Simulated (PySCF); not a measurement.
# C4H9FOSi2: the cost of one run

Programs: PySCF 2.14.0, with routines of our own; each step states its level. All values are computed. Atoms count from 0.

### 1 The starting structure

17 atoms, charge 0, multiplicity 1; geometry from: GFN2-xTB.

### 2 Relaxing the molecule at PBE0-D3(BJ)/def2-SVP

Job settings and geometry (Å):

```
{"job": {"xc": "PBE0", "basis": "def2-SVP", "d3": "d3bj", "grid": 1, "kind": "geom"}, "charge": 0, "multiplicity": 1}
C     -2.051050     0.162368     0.820086
C     -0.809664     0.081346    -0.050780
F     -1.243657     0.100618    -1.391890
C     -0.064576    -1.237710     0.144190
C      1.223664    -1.311335    -0.655972
O      1.615590    -2.333591    -1.160983
Si     2.187577     0.371589    -0.779844
Si     0.423320     1.582544     0.091168
H     -2.705218    -0.691367     0.645300
H     -2.603884     1.070079     0.589105
H     -1.765975     0.182507     1.868265
H      0.213483    -1.326978     1.198483
H     -0.701740    -2.088676    -0.114845
H      3.384120     0.239435     0.057669
H      2.616501     0.567077    -2.162792
H     -0.203590     2.695455    -0.621771
H      0.478100     1.948670     1.514701
```

Command:

```console
$ OMP_NUM_THREADS=1 python excited_run.py task.json out
```

The driver reads the jobs from task.json and runs them one after another.

Q: Estimate the wall time and peak memory of this first job on 1 thread of Arm Neoverse V1, shared host.

About 1.7 min, with a peak of 0.69 GiB.
